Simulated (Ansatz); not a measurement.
# Nb4GaSe8: the cost of one run

Method: DFT LDA, scalar-relativistic, plane waves, PAW, in Ansatz 0.2.0.

## (1) The structure to begin with

The structure is cubic, space group F-43m (No. 216). Conventional cell: a = 10.420 Å, b = 10.420 Å, c = 10.420 Å, α = 90.00°, β = 90.00°, γ = 90.00°. Nb (site symmetry 3m) has 6 Se at 2.53 to 2.77 Å in its first shell of neighbours. Ga (site symmetry -43m) is surrounded by 4 Se at 2.43 Å. Se (site symmetry 3m) has 3 Nb at 2.53 Å in its first shell of neighbours. Se (site symmetry 3m) has 1 Ga at 2.43 Å and 3 Nb at 2.77 Å in its first shell of neighbours.

Structure file:

```xyz
13
Lattice="0.0000 5.2100 5.2100 5.2100 0.0000 5.2100 5.2100 5.2100 0.0000" Properties=species:S:1:pos:R:3 pbc="T T T"
Nb    4.1357    4.1357    4.1357
Nb    4.1357    6.2843    6.2843
Nb    6.2843    6.2843    4.1357
Nb    6.2843    4.1357    6.2843
Ga    0.0000    0.0000    0.0000
Se    6.6240    6.6240    6.6240
Se    6.6240    3.7960    3.7960
Se    3.7960    3.7960    6.6240
Se    3.7960    6.6240    3.7960
Se    1.4004    1.4004    1.4004
Se    1.4004    3.8096    3.8096
Se    3.8096    3.8096    1.4004
Se    3.8096    1.4004    3.8096
```

Source of the structure: the Crystallography Open Database.

(A quick probe on a coarse mesh, which set the mesh and smearing, is not shown.)

## (3) Relaxing cell and atoms

Input file input.yaml:

```yaml
crystal:
  lattice:
    - [0.0, 5.21, 5.21]
    - [5.21, 0.0, 5.21]
    - [5.21, 5.21, 0.0]
  atoms:
    - { symbol: Nb, position: [0.3969, 0.3969, 0.3969] }
    - { symbol: Nb, position: [0.8093, 0.3969, 0.3969] }
    - { symbol: Nb, position: [0.3969, 0.3969, 0.8093] }
    - { symbol: Nb, position: [0.3969, 0.8093, 0.3969] }
    - { symbol: Ga, position: [0.0, 0.0, 0.0] }
    - { symbol: Se, position: [0.6357, 0.6357, 0.6357] }
    - { symbol: Se, position: [0.0929, 0.6357, 0.6357] }
    - { symbol: Se, position: [0.6357, 0.6357, 0.0929] }
    - { symbol: Se, position: [0.6357, 0.0929, 0.6357] }
    - { symbol: Se, position: [0.1344, 0.1344, 0.1344] }
    - { symbol: Se, position: [0.5968, 0.1344, 0.1344] }
    - { symbol: Se, position: [0.1344, 0.1344, 0.5968] }
    - { symbol: Se, position: [0.1344, 0.5968, 0.1344] }
basis:
  ecutwfc: 420
kpoints:
  mp_grid: { grid: [6, 6, 6] }
hamiltonian:
  xc: lda
scf:
  occupations: { method: gaussian, width: 0.1 }
output:
  forces: true
  stress: true
  eigenvalues: true
  write_density: true
  write_potential: true
  elf: true
  volumetric_format: npy
relax:
  adjacent_minimum: "off"
  f_tol: 0.005
  max_steps: 80
  cell: { stress_tol: 0.05 }
```

Command:

```console
> ansatz run input.yaml --threads 4 --pin off --max-ram 10240MiB --backend cpu --events-out ev --progress --plain --runs-dir out
```

What time and memory should one allow on 4 threads of Intel Xeon Platinum 8488C (Sapphire Rapids), shared host?

About 64 s, with a peak of 1.2 GiB.
